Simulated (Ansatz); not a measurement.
# Cu: the cost of one run

Method: DFT r2SCAN, scalar-relativistic, plane waves, PAW, in Ansatz 0.2.0.

### Step 1. The system as given

The structure is cubic, space group Fm-3m (No. 225). Conventional cell: a = 3.615 Å, b = 3.615 Å, c = 3.615 Å, α = 90.00°, β = 90.00°, γ = 90.00°. Cu (site symmetry m-3m) has 12 Cu at 2.56 Å in its first shell of neighbours.

As a file:

```xyz
1
Lattice="0.0000 1.8075 1.8075 1.8075 0.0000 1.8075 1.8075 1.8075 0.0000" Properties=species:S:1:pos:R:3 pbc="T T T"
Cu    0.0000    0.0000    0.0000
```

No relaxation comes first: the listed cell is the starting point.

### Step 2. The reference cell

The reference gives a free energy of -6631.2345 eV, pressure -4.78 GPa, largest force 0.000 eV/Å and gap on the mesh none (metal). It was computed beforehand with the settings of the runs below.

### Step 3. The scan: a tetragonal deformation path

At fixed volume and fractional coordinates, lengths along (0.000, 0.000, 1.000) are scaled against those across it; ρ is that ratio over its starting value.

### Step 4. At ρ = 0.707

File input.yaml:

```yaml
crystal:
  lattice:
    - [0.0, 2.0289522891, 1.4344692684]
    - [2.0289522891, 0.0, 1.4344692684]
    - [2.0289522891, 2.0289522891, 0.0]
  atoms:
    - { symbol: Cu, position: [0.0, 0.0, 0.0] }
basis:
  ecutwfc: 500
kpoints:
  mp_grid: { grid: [24, 24, 24] }
hamiltonian:
  xc: r2scan
scf:
  occupations: { method: gaussian, width: 0.15 }
output:
  forces: true
  stress: true
  eigenvalues: true
```

Command:

```console
$ ansatz run input.yaml --threads 1 --pin off --max-ram 2560MiB --backend cpu --events-out ev --progress --plain --runs-dir out
```

What time and memory should one allow on 1 thread of Intel Xeon at 2.50GHz (Skylake/Cascade Lake), shared host?

About 43 s, with a peak of 0.55 GiB.
